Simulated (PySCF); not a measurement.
**Ti: excitation energy in aug-cc-pVTZ plus 1 even-tempered diffuse shell per l**

Aim: the excitation energy of titanium from differences of total energies, at each level of theory, and how far each lands from the tabulated value where there is one.

The numbers are computed with PySCF 2.14.0 (unrestricted determinants in a Gaussian basis, no spin-orbit coupling in the energies), except any that are marked as measured or tabulated.

### 1 What is computed

| Quantity | Value |
| --- | --- |
| Element | titanium (Z = 22) |
| Basis | aug-cc-pVTZ with one added diffuse shell each of s, p, d, f, g type (9s8p6d4f3g, 118 functions) |
| Hamiltonian | no relativity, point nucleus |
| State 1 | Ti: [Ar] 3d2 4s1 5s1, high-spin 5F determinant (an excited configuration) |
| Needed too, but not shown | Ti [Ar] 3d2 4s2 (3F) |
| Methods | UHF, LDA, PBE, PBE0, r2SCAN, BP86, B97-3, CAM-B3LYP, MP2 |
| Core shells frozen in the correlated runs | valence: [Ar] (for Ti) |

The outer shells:

Ti [Ar] 3d2 4s1 5s1
```
[Ar] core
3d [↑ ][↑ ][  ][  ][  ]
4s [↑ ]
5s [↑ ]
```

The runs were made by one driver on top of PySCF. The scripts below sum up each run's settings (the driver also hands on starting orbitals that pick excited configurations, and frozen orbitals as a list rather than a count), and the logs come from the driver's own runs. The driver starts from symmetry-adapted Hartree-Fock orbitals, holds the occupation by maximum overlap and uses a logarithmic radial grid for functionals, so a plain start would take other cycles.

The integrals over 118 functions and the set-up took 2.6 s of CPU time.

### 2 Ti [Ar] 3d2 4s1 5s1

**UHF**

File input.py:

```python
from pyscf import gto, scf, dft, mp, cc
import basis_set_exchange as bse
mol = gto.M(atom="Ti 0 0 0", charge=0, spin=4, symmetry="D2h",
            basis=gto.basis.parse(bse.get_basis("aug-cc-pVTZ", elements=["Ti"], fmt="nwchem", augment_diffuse=1)))
mf = scf.UHF(mol)
mf.irrep_nelec = {'Ag': (6, 3), 'B1g': (1, 0), 'B1u': (2, 2), 'B2u': (2, 2), 'B3u': (2, 2)}
mf.kernel()
```

**LDA**

Changes to input.py:

```diff
@@ -4,3 +4,3 @@
             basis=gto.basis.parse(bse.get_basis("aug-cc-pVTZ", elements=["Ti"], fmt="nwchem", augment_diffuse=1)))
-mf = scf.UHF(mol)
+mf = dft.UKS(mol, xc="LDA,VWN")
 mf.irrep_nelec = {'Ag': (6, 3), 'B1g': (1, 0), 'B1u': (2, 2), 'B2u': (2, 2), 'B3u': (2, 2)}
```

**PBE**

Changes to input.py:

```diff
@@ -4,3 +4,3 @@
             basis=gto.basis.parse(bse.get_basis("aug-cc-pVTZ", elements=["Ti"], fmt="nwchem", augment_diffuse=1)))
-mf = dft.UKS(mol, xc="LDA,VWN")
+mf = dft.UKS(mol, xc="PBE")
 mf.irrep_nelec = {'Ag': (6, 3), 'B1g': (1, 0), 'B1u': (2, 2), 'B2u': (2, 2), 'B3u': (2, 2)}
```

**PBE0**

Changes to input.py:

```diff
@@ -4,3 +4,3 @@
             basis=gto.basis.parse(bse.get_basis("aug-cc-pVTZ", elements=["Ti"], fmt="nwchem", augment_diffuse=1)))
-mf = dft.UKS(mol, xc="PBE")
+mf = dft.UKS(mol, xc="PBE0")
 mf.irrep_nelec = {'Ag': (6, 3), 'B1g': (1, 0), 'B1u': (2, 2), 'B2u': (2, 2), 'B3u': (2, 2)}
```

**r2SCAN**

Changes to input.py:

```diff
@@ -4,3 +4,3 @@
             basis=gto.basis.parse(bse.get_basis("aug-cc-pVTZ", elements=["Ti"], fmt="nwchem", augment_diffuse=1)))
-mf = dft.UKS(mol, xc="PBE0")
+mf = dft.UKS(mol, xc="R2SCAN")
 mf.irrep_nelec = {'Ag': (6, 3), 'B1g': (1, 0), 'B1u': (2, 2), 'B2u': (2, 2), 'B3u': (2, 2)}
```

**BP86**

Changes to input.py:

```diff
@@ -4,3 +4,3 @@
             basis=gto.basis.parse(bse.get_basis("aug-cc-pVTZ", elements=["Ti"], fmt="nwchem", augment_diffuse=1)))
-mf = dft.UKS(mol, xc="R2SCAN")
+mf = dft.UKS(mol, xc="B88,P86")
 mf.irrep_nelec = {'Ag': (6, 3), 'B1g': (1, 0), 'B1u': (2, 2), 'B2u': (2, 2), 'B3u': (2, 2)}
```

**B97-3**

Changes to input.py:

```diff
@@ -4,3 +4,3 @@
             basis=gto.basis.parse(bse.get_basis("aug-cc-pVTZ", elements=["Ti"], fmt="nwchem", augment_diffuse=1)))
-mf = dft.UKS(mol, xc="B88,P86")
+mf = dft.UKS(mol, xc="HYB_GGA_XC_B97_3")
 mf.irrep_nelec = {'Ag': (6, 3), 'B1g': (1, 0), 'B1u': (2, 2), 'B2u': (2, 2), 'B3u': (2, 2)}
```

**CAM-B3LYP**

Changes to input.py:

```diff
@@ -4,3 +4,3 @@
             basis=gto.basis.parse(bse.get_basis("aug-cc-pVTZ", elements=["Ti"], fmt="nwchem", augment_diffuse=1)))
-mf = dft.UKS(mol, xc="HYB_GGA_XC_B97_3")
+mf = dft.UKS(mol, xc="CAMB3LYP")
 mf.irrep_nelec = {'Ag': (6, 3), 'B1g': (1, 0), 'B1u': (2, 2), 'B2u': (2, 2), 'B3u': (2, 2)}
```

**MP2 (valence)**

Changes to input.py:

```diff
@@ -4,4 +4,5 @@
             basis=gto.basis.parse(bse.get_basis("aug-cc-pVTZ", elements=["Ti"], fmt="nwchem", augment_diffuse=1)))
-mf = dft.UKS(mol, xc="CAMB3LYP")
+mf = scf.UHF(mol)
 mf.irrep_nelec = {'Ag': (6, 3), 'B1g': (1, 0), 'B1u': (2, 2), 'B2u': (2, 2), 'B3u': (2, 2)}
 mf.kernel()
+mp.UMP2(mf, frozen=9).kernel()
```

**Question.** What will these runs give?

**Answer**, as computed:

| quantity | value |
| --- | --- |
| excitation energy, Ti → [Ar] 3d2 4s1 5s1 | UHF 3.329, MP2 (valence) 4.072 eV |

What this shows: The methods span 1.214 eV, from UHF (3.329) to B97-3 (4.543). No reference value is at hand in this session. All values hold for this basis alone; no basis-set limit was taken.
